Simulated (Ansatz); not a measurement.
# C2H7NOSi2: a ladder of functionals and wavefunction methods

The task here is to estimate one member of a computed series from the others.

Method: functionals in def2-TZVPP, the program's frozen cores in correlated methods; program: Ansatz 0.2.0, Gaussian basis.

The runs, in order: PBE-D4, r2SCAN-D4, PBE0-D4, B3LYP-D4, ωB97X-V, ωB97M-V, B2PLYP; CCSD(T)/def2-TZVPP; MP2/def2-QZVPP; extrapolation to the limit.

**Structure used throughout**

An earlier PBE0-D4 in a triple-zeta def2 set relaxation fixed the geometry.

13 atoms, charge 0, spin multiplicity 1.

Atoms are counted from 1 here; the program's logs count them from 0.

Bond lengths: C1–Si2 1.850 Å, C1–H7 1.093 Å, C1–H8 1.092 Å, C1–H9 1.093 Å, Si2–N3 1.765 Å, Si2–O6 1.663 Å, Si2–H10 1.483 Å, N3–C4 1.274 Å, C4–Si5 1.911 Å, C4–H11 1.098 Å, Si5–O6 1.649 Å, Si5–H12 1.486 Å, Si5–H13 1.486 Å. Angles: Si2–C1–H7 110.2°, Si2–C1–H8 110.9°, Si2–C1–H9 110.6°, H7–C1–H8 108.4°, H7–C1–H9 108.2°, H8–C1–H9 108.4°, C1–Si2–N3 111.3°, C1–Si2–O6 112.0°, C1–Si2–H10 111.6°, N3–Si2–O6 102.4°, N3–Si2–H10 109.1°, O6–Si2–H10 110.0°, Si2–N3–C4 113.2°, N3–C4–Si5 114.5°, N3–C4–H11 119.0°, Si5–C4–H11 126.4°, C4–Si5–O6 96.6°, C4–Si5–H12 113.6° and more.

The first run:

in.yaml

```yaml
crystal:
  periodic: [false, false, false]
  atoms:
    - {symbol: C, position_ang: [-0.713247, -0.027015, 2.096186]}
    - {symbol: Si, position_ang: [0.569340, -0.078785, 0.764621]}
    - {symbol: N, position_ang: [0.303608, -1.436687, -0.331005]}
    - {symbol: C, position_ang: [0.112691, -1.078271, -1.538982]}
    - {symbol: Si, position_ang: [0.175224, 0.809970, -1.825668]}
    - {symbol: O, position_ang: [0.459107, 1.229613, -0.256677]}
    - {symbol: H, position_ang: [-0.644659, -0.920373, 2.721697]}
    - {symbol: H, position_ang: [-1.717251, 0.017539, 1.668235]}
    - {symbol: H, position_ang: [-0.570113, 0.848563, 2.733729]}
    - {symbol: H, position_ang: [1.938289, -0.169249, 1.328217]}
    - {symbol: H, position_ang: [-0.068424, -1.848118, -2.301047]}
    - {symbol: H, position_ang: [1.279947, 1.239413, -2.721219]}
    - {symbol: H, position_ang: [-1.104110, 1.378698, -2.323288]}
basis:
  gaussian: {orbitals: def2-TZVPP}
hamiltonian: {xc: pbe, dispersion: d4}
output: {forces: true, orbitals: {seedname: orbitals}}
```

On the command line:

```
> ansatz run in.yaml --threads 2 --pin off --events-out ev --progress --plain --max-ram 32768MiB --backend cuda --devices 0, --max-vram 18GiB
```

Among the steps run: PBE-D4 (GGA); r2SCAN-D4 (meta-GGA); PBE0-D4 (hybrid); B3LYP-D4 (hybrid); ωB97X-V (range-separated); ωB97M-V (range-separated); B2PLYP (double hybrid); CCSD(T) in def2-TZVPP; MP2 in def2-QZVPP.

One of the session's tables, all rows but one given; the rest of the session is left out.

It belongs to the step «Atomisation energies». 

```
            method  atomisation energy (kcal/mol)
            PBE-D4                         1234.7
         r2SCAN-D4                         1218.0
           PBE0-D4                         1214.1
          B3LYP-D4                         1216.8
           ωB97X-V                         1224.0
           ωB97M-V                         1222.3
            B2PLYP                         1203.9
     HF/def2-TZVPP                          882.6
    MP2/def2-TZVPP                              ?
   CCSD/def2-TZVPP                         1164.0
CCSD(T)/def2-TZVPP                         1183.1
           MP2/CBS                         1239.6
       CCSD(T)/CBS                         1218.5
```

**Question.** Estimate the row for MP2/def2-TZVPP.

As computed: atomisation energy (kcal/mol): 1204.2. In the column «atomisation energy (kcal/mol)» it lies between B2PLYP (1203.9) and PBE0-D4 (1214.1).

Caveats from the session: Free atoms (2 C, 2 Si, 1 N, 1 O, 7 H) were run apart at each level; the atomisation energy is their sum less the molecule, without zero-point or spin-orbit terms.
